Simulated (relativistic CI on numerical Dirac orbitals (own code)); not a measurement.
# Fe³⁺: 1s photoemission with charge transfer

Aim: the 1s photoemission spectrum of Fe³⁺ in a cubic metal-ligand cluster, for 3 values of Upd.

Method: charge-transfer multiplet model of a cubic metal-ligand cluster with up to 2 ligand holes, Slater and spin-orbit integrals from Dirac-Coulomb-Breit ions, Slater integrals scaled by 0.7. Code: relativistic CI on numerical Dirac orbitals (own code) version 3.

## (1) What is computed

```
ion                  : Fe³⁺ (Fe IV)
nuclear charge       : 26
electrons            : 23
d electrons          : 5
ligand holes at most : 2
parameters           : in eV; Veg, Vt2g hoppings, tenDq and tenDqL metal and ligand splittings (negative tenDq: tetrahedral), red the scaling of hopping with a core hole
temperature          : 300 K
widths               : Lorentz 1.1 eV, Gauss 0.6 eV
```

## (2) Upd = 6.4 eV

The run's settings:

```ini
cluster ion=Fe3+ d5 ligand_holes=2 slater_scale=0.7
Delta=0 Udd=5.6 Upd=6.4 tenDq=-0.15 tenDqL=0 Veg=1.32 Vt2g=-2.25 red=1
spectrum xps 1s T=300 lorentz=1.1 gauss=0.6
```

On the command line:

```
python run_levels.py task.json out
```

task.json lists these runs, among others, and the program works through them in turn.

## (3) Upd = 7 eV

The run's settings:

```ini
cluster ion=Fe3+ d5 ligand_holes=2 slater_scale=0.7
Delta=0 Udd=5.6 Upd=7 tenDq=-0.15 tenDqL=0 Veg=1.32 Vt2g=-2.25 red=1
spectrum xps 1s T=300 lorentz=1.1 gauss=0.6
```

## (4) Upd = 8.2 eV

The run's settings:

```ini
cluster ion=Fe3+ d5 ligand_holes=2 slater_scale=0.7
Delta=0 Udd=5.6 Upd=8.2 tenDq=-0.15 tenDqL=0 Veg=1.32 Vt2g=-2.25 red=1
spectrum xps 1s T=300 lorentz=1.1 gauss=0.6
```

(Steps that only read results are left out.)

What does the calculation give? Wanted: d count; ground spin.

The runs gave:

| run | d count | weight without ligand hole | ground S | up to four highest peaks (% of the highest), eV from the first main peak |
| --- | --- | --- | --- | --- |
| Upd = 6.4 eV | 5.60 | 0.47 | 2.50 | 0.0 (100), 8.9 (20) |
| Upd = 7 eV | 5.60 | 0.47 | 2.50 | 0.0 (100), 9.0 (26) |
| Upd = 8.2 eV | 5.60 | 0.47 | 2.50 | 0.0 (100), 6.7 (6), 9.2 (35), 15.5 (8) |

| quantity | value |
| --- | --- |
| d count | 5.60 to 5.60 |
| ground spin (effective S from ⟨S²⟩) | 2.50 |

From Upd = 6.4 eV to Upd = 8.2 eV the ground-state d count stays at 5.60, as the core hole does not act on the ground state. In the first run the ligand-hole configurations outweigh d5 itself: the bond is strongly covalent. The cluster parameters are drawn, not fitted to a compound.
